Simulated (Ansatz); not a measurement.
# CH₃BOS₂: a ladder of functionals and wavefunction methods

One table from this session's results is given with a row withheld; the runs are named, their logs left out.

Program: Ansatz 0.2.0, Gaussian basis. Level of theory: functionals in def2-TZVPP, the program's frozen cores in correlated methods. These are calculated values, not measurements.

Levels to be run: LDA (SPW92), PBE-D4, revPBE-D4, BLYP-D4, r2SCAN-D4, B97M-V, PBE0-D4, B3LYP-D4, r2SCANh-D4, r2SCAN0-D4, HSE06-D4, BHLYP-D4, CAM-B3LYP-D4, LC-ωPBE, ωB97X-V, ωB97M-V, B2PLYP, PBE-QIDH; CCSD(T)/def2-SVP; CCSD(T)/def2-TZVPP; MP2/def2-QZVPP; extrapolation to the limit; RPA on PBE.

### The geometry

An earlier PBE0-D4 in a triple-zeta def2 set relaxation fixed the geometry.

8 atoms, charge 0, spin multiplicity 1.

Atoms are counted from 1 here; the program's logs count them from 0.

Bond lengths: O1–C2 1.316 Å, O1–H8 0.979 Å, C2–B3 1.550 Å, C2–H6 1.090 Å, B3–S4 1.923 Å, B3–S5 1.877 Å, B3–H7 1.187 Å, S4–S5 2.086 Å. Angles: C2–O1–H8 106.6°, O1–C2–B3 125.9°, O1–C2–H6 111.2°, B3–C2–H6 122.5°, C2–B3–S4 76.7°, C2–B3–S5 104.7°, C2–B3–H7 129.3°, S4–B3–S5 66.6°, S4–B3–H7 123.1°, S5–B3–H7 125.9°, B3–S4–S5 55.6°, B3–S5–S4 57.8°.

Geometry (Å):

```xyz
8

O    -0.58229   -0.43497    1.48106
C     0.33565    0.12433    0.72111
B     0.12807    0.63300   -0.72851
S     0.84597   -1.13327   -0.97952
S    -1.09852   -0.56973   -1.48392
H     1.25287    0.30720    1.28031
H     0.57675    1.59553   -1.25875
H    -1.36630   -0.57928    0.91252
```

Set-up of the first run:

The input, in.yaml:

```yaml
crystal:
  periodic: [false, false, false]
  atoms:
    - {symbol: O, position_ang: [-0.582294, -0.434974, 1.481059]}
    - {symbol: C, position_ang: [0.335647, 0.124328, 0.721108]}
    - {symbol: B, position_ang: [0.128072, 0.632997, -0.728508]}
    - {symbol: S, position_ang: [0.845969, -1.133267, -0.979517]}
    - {symbol: S, position_ang: [-1.098524, -0.569734, -1.483915]}
    - {symbol: H, position_ang: [1.252875, 0.307199, 1.280309]}
    - {symbol: H, position_ang: [0.576754, 1.595533, -1.258749]}
    - {symbol: H, position_ang: [-1.366298, -0.579281, 0.912516]}
basis:
  gaussian: {orbitals: def2-TZVPP}
hamiltonian: {xc: lda}
output: {orbitals: {seedname: orbitals}}
```

The run is started by

```console
$ ansatz run in.yaml --threads 2 --pin off --events-out ev --progress --plain --max-ram 4352MiB
```

Among the steps run: LDA; PBE-D4 (GGA); revPBE-D4 (GGA); BLYP-D4 (GGA); r2SCAN-D4 (meta-GGA); B97M-V (meta-GGA); B3LYP-D4 (hybrid); r2SCANh-D4 (hybrid); r2SCAN0-D4 (hybrid); HSE06-D4 (hybrid); BHLYP-D4 (hybrid); CAM-B3LYP-D4 (range-separated); LC-ωPBE (range-separated); ωB97X-V (range-separated); ωB97M-V (range-separated); B2PLYP (double hybrid); PBE-QIDH (double hybrid).

One table of the session follows, with a row left open; its other results are not shown here.

It belongs to the step «Frontier levels by functional». 

```
  functional  HOMO (eV)  LUMO (eV)  gap (eV)
 LDA (SPW92)      -5.79      -2.83      2.96
      PBE-D4      -5.63      -2.61      3.02
   revPBE-D4      -5.56      -2.53      3.04
     BLYP-D4      -5.45      -2.46      2.99
   r2SCAN-D4      -5.83      -2.46      3.38
      B97M-V      -5.89      -2.36      3.53
     PBE0-D4      -6.76      -1.65      5.11
    B3LYP-D4      -6.52      -1.86      4.66
  r2SCANh-D4      -6.26      -2.10      4.16
  r2SCAN0-D4      -6.90      -1.56      5.34
    HSE06-D4      -6.36      -2.03      4.34
    BHLYP-D4          ?          ?         ?
CAM-B3LYP-D4      -8.02      -0.50      7.52
     LC-ωPBE      -9.37       0.63     10.00
     ωB97X-V      -9.01       0.56      9.57
     ωB97M-V      -8.85       0.46      9.30
```

Estimate the missing values for BHLYP-D4.

Worked estimate for «HOMO (eV)». Against the share of exact exchange, BLYP-D4 (0, -5.45), B3LYP-D4 (0.2, -6.52) give a slope of -5.35 per unit share; at 0.5 the line stands at -8.12.

As computed: HOMO (eV): -7.74; LUMO (eV): -0.56; gap (eV): 7.19. In «HOMO (eV)» the line misses by -0.38.
